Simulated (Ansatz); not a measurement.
# C₂H₇ClSi₂: how energies converge with the basis set

An exercise on one series of results from a longer session: the logs are not shown, and one member is left open.

Computed with Ansatz 0.2.0, Gaussian basis. Level: one geometry, several basis sets.

The runs, in order: PBE0-D4/def2-SVP; ωB97M-V/def2-SVP; PBE0-D4/def2-QZVPP; ωB97M-V/def2-QZVPP; the functionals' def2-TZVPP values are taken from earlier runs.

### Structure used throughout

An earlier PBE0-D4 in a triple-zeta def2 set relaxation fixed the geometry.

SMILES `[SiH3]/C=C/[SiH2]Cl`, 12 atoms, charge 0, spin multiplicity 1.

Atoms are counted from 1 here; the program's logs count them from 0.

Bond lengths: Si1–C2 1.867 Å, Si1–H6 1.488 Å, Si1–H7 1.486 Å, Si1–H8 1.487 Å, C2–C3 1.338 Å, C2–H9 1.092 Å, C3–Si4 1.853 Å, C3–H10 1.090 Å, Si4–Cl5 2.060 Å, Si4–H11 1.483 Å, Si4–H12 1.483 Å. Angles: C2–Si1–H6 110.3°, C2–Si1–H7 108.8°, C2–Si1–H8 110.3°, H6–Si1–H7 109.7°, H6–Si1–H8 108.0°, H7–Si1–H8 109.8°, Si1–C2–C3 123.7°, Si1–C2–H9 118.1°, C3–C2–H9 118.2°, C2–C3–Si4 122.2°, C2–C3–H10 119.0°, Si4–C3–H10 118.8°, C3–Si4–Cl5 110.1°, C3–Si4–H11 111.8°, C3–Si4–H12 109.1°, Cl5–Si4–H11 106.6°, Cl5–Si4–H12 108.5°, H11–Si4–H12 110.8°.

Set-up of the first run:

The input, in.yaml:

```yaml
crystal:
  periodic: [false, false, false]
  atoms:
    - {symbol: Si, position_ang: [-1.850393, 1.010013, 0.962481]}
    - {symbol: C, position_ang: [-0.187986, 0.238032, 0.609657]}
    - {symbol: C, position_ang: [0.147268, -0.296930, -0.569581]}
    - {symbol: Si, position_ang: [1.804716, -1.070850, -0.866942]}
    - {symbol: Cl, position_ang: [2.783386, -0.082695, -2.386380]}
    - {symbol: H, position_ang: [-2.518988, 0.302637, 2.087403]}
    - {symbol: H, position_ang: [-2.690111, 0.915565, -0.259465]}
    - {symbol: H, position_ang: [-1.684606, 2.436040, 1.351341]}
    - {symbol: H, position_ang: [0.552950, 0.226008, 1.411092]}
    - {symbol: H, position_ang: [-0.581061, -0.285830, -1.381000]}
    - {symbol: H, position_ang: [1.682642, -2.486436, -1.291428]}
    - {symbol: H, position_ang: [2.619184, -0.960653, 0.366920]}
basis:
  gaussian: {orbitals: def2-SVP}
hamiltonian: {xc: pbe0, dispersion: d4}
output: {orbitals: {seedname: orbitals}}
```

Run with:

```sh
$ ansatz run in.yaml --threads 4 --pin off --events-out ev --progress --plain --max-ram 10444MiB
```

Steps of the session up to this table: PBE0-D4 in def2-SVP; ωB97M-V in def2-SVP; PBE0-D4 in def2-QZVPP; ωB97M-V in def2-QZVPP.

One table of the session follows, with a row left open; its other results are not shown here.

It belongs to the step «Density functionals: the series». 

| functional | basis | HOMO (eV) |
| --- | --- | --- |
| PBE0-D4 | def2-SVP | ? |
| PBE0-D4 | def2-TZVPP | -8.36 |
| PBE0-D4 | def2-QZVPP | -8.37 |
| ωB97M-V | def2-SVP | -10.46 |
| ωB97M-V | def2-TZVPP | -10.54 |
| ωB97M-V | def2-QZVPP | -10.55 |

Estimate the missing values for PBE0-D4, def2-SVP.

**Answer.** HOMO (eV): -8.31. In the column «HOMO (eV)» it is the highest.
